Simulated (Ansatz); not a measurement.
# SrAl2GeS4: the cost of one run

Program: Ansatz 0.2.0. Level of theory: reference: DFT PBE, plane waves, PAW, scalar-relativistic, no spin polarisation. These are calculated values, not measurements.

## Step 1: The starting structure

The structure is tetragonal, space group I-42m (No. 121). The conventional cell has a = 6.686 Å, b = 6.686 Å, c = 7.850 Å, α = 90.00°, β = 90.00°, γ = 90.00°. Ge (site symmetry -42m) has 4 S at 2.16 Å as nearest neighbours. Around Al (site symmetry -4) lie 4 S at 2.54 Å. S (site symmetry m) is surrounded by 1 Ge at 2.16 Å and 2 Al at 2.54 Å. Around Sr (site symmetry -42m) lie 8 S at 3.19 to 3.23 Å.

As a file:

```
Ge Al S Sr
1.0
    -3.34309    3.34309    3.92524
     3.34309   -3.34309    3.92524
     3.34309    3.34309   -3.92524
Ge Al S Sr
1 2 4 1
Direct
  0.50000 0.50000 0.00000
  0.75000 0.25000 0.50000
  0.25000 0.75000 0.50000
  0.53230 0.53230 0.37660
  0.46770 0.84430 0.00000
  0.15570 0.15570 0.62340
  0.84430 0.46770 0.00000
  0.00000 0.00000 0.00000
```

## Step 2: The reference run

input.yaml reads:

```yaml
crystal:
  lattice:
    - [-3.343087, 3.343087, 3.925239]
    - [3.343087, -3.343087, 3.925239]
    - [3.343087, 3.343087, -3.925239]
  atoms:
    - { symbol: Ge, position: [0.5, 0.5, 0.0] }
    - { symbol: Al, position: [0.75, 0.25, 0.5] }
    - { symbol: Al, position: [0.25, 0.75, 0.5] }
    - { symbol: S, position: [0.5323, 0.5323, 0.3766] }
    - { symbol: S, position: [0.4677, 0.8443, 0.0] }
    - { symbol: S, position: [0.1557, 0.1557, 0.6234] }
    - { symbol: S, position: [0.8443, 0.4677, 0.0] }
    - { symbol: Sr, position: [0.0, 0.0, 0.0] }
  symmetry: { tolerance: 0.0003 }
kpoints:
  mp_grid: { grid: [4, 4, 4], shift: [0, 0, 0] }
magnetization:
  spin_polarized: false
scf:
  occupations: { method: fermi_dirac, width: 0.0151 }
hamiltonian:
  pseudopotentials: { kind: paw }
  xc: pbe
basis:
  ecutwfc: 420
output:
  forces: true
  stress: true
  eigenvalues: true
  write_density: true
  write_potential: true
  elf: true
  volumetric_format: npy
```

Launch:

```sh
> ansatz run input.yaml --threads 1 --pin off --max-ram 2560MiB --backend cpu --events-out ev --progress --plain --runs-dir out
```

**Question.** How long does this run take on 1 thread of Intel Xeon Platinum 8259CL at 2.50GHz (Skylake/Cascade Lake), shared host, and how much memory does it need?

About 9.2 s, with a peak of 0.49 GiB.
